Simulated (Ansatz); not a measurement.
GeSb2Te4 in Ansatz: the effect of target pressure

The system is GeSb2Te4.

```xyz
7
Lattice="2.1593 1.2467 13.2280 -2.1593 1.2467 13.2280 0.0000 -2.4933 13.2280" Properties=species:S:1:pos:R:3 pbc="T T T"
Te    0.0000    0.0000   28.1349
Te    0.0000    0.0000   11.5492
Te    0.0000    0.0000   22.6074
Te    0.0000    0.0000   17.0768
Sb    0.0000    0.0000   34.1050
Sb    0.0000    0.0000    5.5792
Ge    0.0000    0.0000    0.0000
```

The cell is a database's computed one.

Alike in all runs:

| Property | Result |
| --- | --- |
| Program | Ansatz 0.2.0 |
| Task | relaxation of cell and atoms |
| Functional | PBEsol |
| Potentials or basis | Ansatz PAW |
| Cutoff | 420 eV (not typed: the program's choice for these potentials) |
| k mesh | 7 × 7 × 7 |
| Occupations | fermi-dirac, width 0.05 eV |
| Spin | no spin polarisation |

Each run relaxes the cell or the atoms first.

Question: One run gave: relaxed volume 28.85 Å³/atom. Which target pressure did it use?
A. 10 GPa
B. 5 GPa
C. 30 GPa
D. 2 GPa
E. 0 GPa

Answer: E.

```csv
target pressure,relaxed volume (Å³/atom)
0 GPa,28.85
2 GPa,27.89
5 GPa,26.71
10 GPa,24.83
20 GPa,22.18
30 GPa,20.50
```

Caveats: the plane-wave basis is chosen anew once the cell has moved, so the energies of steps on either side of that aren't comparable; the PAW data sets come from PBE, with cores solved anew for the run's functional, which leaves a small shift of forces and pressure; the volume moved by over 15 % at a fixed basis, so the end points are rough (some runs).
